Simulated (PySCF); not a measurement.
# [La(H2CO)]3+: a change of charge

How does [La(H2CO)]3+ respond at fixed geometry? The runs cover a change of charge. It is a constructed species; whether it can be made isn't addressed.

Program: PySCF 2.14.0. Level of theory: PBE0, La def2-SVP with ECP46, O def2-SVP, C def2-SVP, H def2-SVP; scalar-relativistic core potentials, no spin–orbit coupling. These are calculated values, not measurements.

1 further run of the same task is left out (for a known fault of the program).

### Step 1. The system as given

5 atoms, charge 3, spin multiplicity 1.

Bond lengths: La1–O2 2.231 Å, O2–C3 1.261 Å, C3–H4 1.112 Å, C3–H5 1.112 Å. Angles: La1–O2–C3 180.0°, O2–C3–H4 119.5°, O2–C3–H5 119.5°, H4–C3–H5 121.0°.

As a file:

```xyz
5
CH2LaO
La    0.00000    0.00000   -0.31132
O     0.00000    0.00000    1.91985
C     0.00000    0.00000    3.18059
H     0.96798    0.00000    3.72801
H    -0.96798    0.00000    3.72801
```

Formal oxidation states: La +3. An earlier session relaxed this geometry at PBE0, La def2-SVP with ECP46, O def2-SVP, C def2-SVP, H def2-SVP (singlet, point group C2v).

Its energy there is -144.636942 Eh.

### Step 2. One electron removed, multiplicity 2

The input, run.py (the lines that set the calculation):

```python
mol = gto.M(atom='''
La     0.00000     0.00000    -0.31132
O      0.00000     0.00000     1.91985
C      0.00000     0.00000     3.18059
H      0.96798     0.00000     3.72801
H     -0.96798     0.00000     3.72801''',
    basis={'La': 'def2-SVP', 'O': 'def2-SVP', 'C': 'def2-SVP', 'H': 'def2-SVP'},
    ecp={'La': 'def2-SVP'},
    charge=4, spin=1)
mf = dft.UKS(mol, xc='PBE0')
mf.grids.atom_grid = (50, 194)  # f atoms: unpruned, at least (60, 302)
mf = mf.density_fit()  # fitting sets: La def2-universal-JKFIT, O def2-universal-JKFIT, C def2-universal-JKFIT, H def2-universal-JKFIT
mf.conv_tol = 1e-08; mf.max_cycle = 55
mf.kernel(dm0)  # dm0: the density of the relaxed state
```

Command:

```sh
$ OMP_NUM_THREADS=2 python run.py
```

What it wrote:

```text
init E= -144.649186681847
  HOMO = -0.909727649322  LUMO = -0.882554284095  gap/eV = 0.73942
cycle= 1 E= -143.591295190945  delta_E= 1.06  |g|= 0.303  |ddm|= 0.677
  HOMO = -1.34440274229  LUMO = -1.20077923543  gap/eV = 3.90819
cycle= 2 E= -143.564465874868  delta_E= 0.0268  |g|= 0.448  |ddm|= 0.519
  HOMO = -1.28218044593  LUMO = -1.12337364871  gap/eV = 4.32135
cycle= 3 E= -143.635034238287  delta_E= -0.0706  |g|= 0.137  |ddm|= 0.306
  HOMO = -1.26444473743  LUMO = -1.10179358846  gap/eV = 4.42596
cycle= 4 E= -143.64334609697  delta_E= -0.00831  |g|= 0.0153  |ddm|= 0.104
  HOMO = -1.26289735085  LUMO = -1.09500544128  gap/eV = 4.56857
cycle= 5 E= -143.643575439683  delta_E= -0.000229  |g|= 0.00537  |ddm|= 0.0205
  HOMO = -1.26361006524  LUMO = -1.09419126097  gap/eV = 4.61012
cycle= 6 E= -143.643616738856  delta_E= -4.13e-05  |g|= 0.00302  |ddm|= 0.0102
  HOMO = -1.26362679689  LUMO = -1.0939219425  gap/eV = 4.61790
cycle= 7 E= -143.643624902859  delta_E= -8.16e-06  |g|= 0.00094  |ddm|= 0.00439
  HOMO = -1.26355072927  LUMO = -1.09386972989  gap/eV = 4.61726
cycle= 8 E= -143.64362582019  delta_E= -9.17e-07  |g|= 0.000167  |ddm|= 0.0018
  HOMO = -1.26353303349  LUMO = -1.09385801825  gap/eV = 4.61709
cycle= 9 E= -143.643625855883  delta_E= -3.57e-08  |g|= 3.59e-05  |ddm|= 0.00029
  HOMO = -1.26353404886  LUMO = -1.0938566102  gap/eV = 4.61716
cycle= 10 E= -143.643625858844  delta_E= -2.96e-09  |g|= 1.11e-05  |ddm|= 9.38e-05
  HOMO = -1.26353490111  LUMO = -1.09385606346  gap/eV = 4.61720
Extra cycle  E= -143.643625859005  delta_E= -1.61e-10  |g|= 1.06e-05  |ddm|= 2.02e-05
converged SCF energy = -143.643625859005  <S^2> = 0.755326  2S+1 = 2.0053189
```

Run time: 7.8 s. Hardware: 2 threads of Intel Xeon at 2.50GHz (Skylake/Cascade Lake), shared host.

Result: E = -143.643626 Eh (+27.030 eV from the relaxed state), HOMO -34.38 eV, LUMO -29.77 eV (over both spins), ⟨S²⟩ = 0.755, Mulliken charge on La1 +2.77 e. 

### Step 3. One electron added, multiplicity 2

run.py (the lines that set the calculation): that of step 2 with these lines changed.

```diff
@@ -8,3 +8,3 @@
     ecp={'La': 'def2-SVP'},
-    charge=4, spin=1)
+    charge=2, spin=1)
 mf = dft.UKS(mol, xc='PBE0')
```

Command:

```sh
$ OMP_NUM_THREADS=2 python run.py
```

What it wrote:

```text
init E= -144.647305790102
  HOMO = -0.696852999813  LUMO = -0.688956277479  gap/eV = 0.21488
cycle= 1 E= -145.21804015616  delta_E= -0.571  |g|= 0.156  |ddm|= 1.02
  HOMO = -0.474943999679  LUMO = -0.473548094299  gap/eV = 0.03798
cycle= 2 E= -145.065608383109  delta_E= 0.152  |g|= 0.419  |ddm|= 1.39
  HOMO = -0.492392270474  LUMO = -0.424037124844  gap/eV = 1.86004
cycle= 3 E= -145.235239125727  delta_E= -0.17  |g|= 0.109  |ddm|= 1.27
  HOMO = -0.510364475243  LUMO = -0.443520362953  gap/eV = 1.81892
cycle= 4 E= -145.240190217192  delta_E= -0.00495  |g|= 0.0593  |ddm|= 0.0786
  HOMO = -0.512581006992  LUMO = -0.447549588047  gap/eV = 1.76960
cycle= 5 E= -145.241529280005  delta_E= -0.00134  |g|= 0.0423  |ddm|= 0.0353
  HOMO = -0.51436920531  LUMO = -0.455608369946  gap/eV = 1.59896
cycle= 6 E= -145.242749166144  delta_E= -0.00122  |g|= 0.00966  |ddm|= 0.0483
  HOMO = -0.514578100835  LUMO = -0.458374295332  gap/eV = 1.52938
cycle= 7 E= -145.242826221655  delta_E= -7.71e-05  |g|= 0.00192  |ddm|= 0.0146
  HOMO = -0.51455445725  LUMO = -0.45860739975  gap/eV = 1.52240
cycle= 8 E= -145.242829371309  delta_E= -3.15e-06  |g|= 0.00093  |ddm|= 0.00219
  HOMO = -0.5145198975  LUMO = -0.45897664458  gap/eV = 1.51141
cycle= 9 E= -145.242830868856  delta_E= -1.5e-06  |g|= 0.000324  |ddm|= 0.00205
  HOMO = -0.514534958228  LUMO = -0.459113990874  gap/eV = 1.50808
cycle= 10 E= -145.242831177939  delta_E= -3.09e-07  |g|= 7.54e-05  |ddm|= 0.00141
  HOMO = -0.514537340212  LUMO = -0.459133560635  gap/eV = 1.50761
cycle= 11 E= -145.24283119336  delta_E= -1.54e-08  |g|= 1.78e-05  |ddm|= 0.000466
  HOMO = -0.514537271957  LUMO = -0.459135141023  gap/eV = 1.50757
cycle= 12 E= -145.242831196116  delta_E= -2.76e-09  |g|= 1.05e-05  |ddm|= 0.000281
  HOMO = -0.514536971028  LUMO = -0.459135629075  gap/eV = 1.50755
Extra cycle  E= -145.242831197152  delta_E= -1.04e-09  |g|= 8.93e-06  |ddm|= 0.00015
converged SCF energy = -145.242831197152  <S^2> = 0.75127898  2S+1 = 2.0012786
```

Wall time 7.3 s (2 threads of Intel Xeon at 2.50GHz (Skylake/Cascade Lake), shared host).

Read off: E = -145.242831 Eh (-16.487 eV from the relaxed state), HOMO -14.00 eV, LUMO -12.60 eV (over both spins), ⟨S²⟩ = 0.751, Mulliken charge on La1 +1.64 e. 

### Step 4. The states side by side

| state | energy from the relaxed state (eV) | ⟨S²⟩ | time |
| --- | --- | --- | --- |
| charge +3, singlet, vacuum (relaxed) | 0 | 0.00 |  |
| charge +2, doublet, vacuum | -16.49 | 0.75 | 7.3 s |
| charge +4, doublet, vacuum | 27.03 | 0.76 | 7.8 s |

An electron taken off or put on is at rest in vacuum. 

Removing an electron vertically costs 27.03 eV (doublet), against −HOMO = 24.39 eV. Adding an electron vertically releases 16.49 eV (doublet). These are double-zeta-type bases without diffuse functions. Spin–orbit coupling is left out.
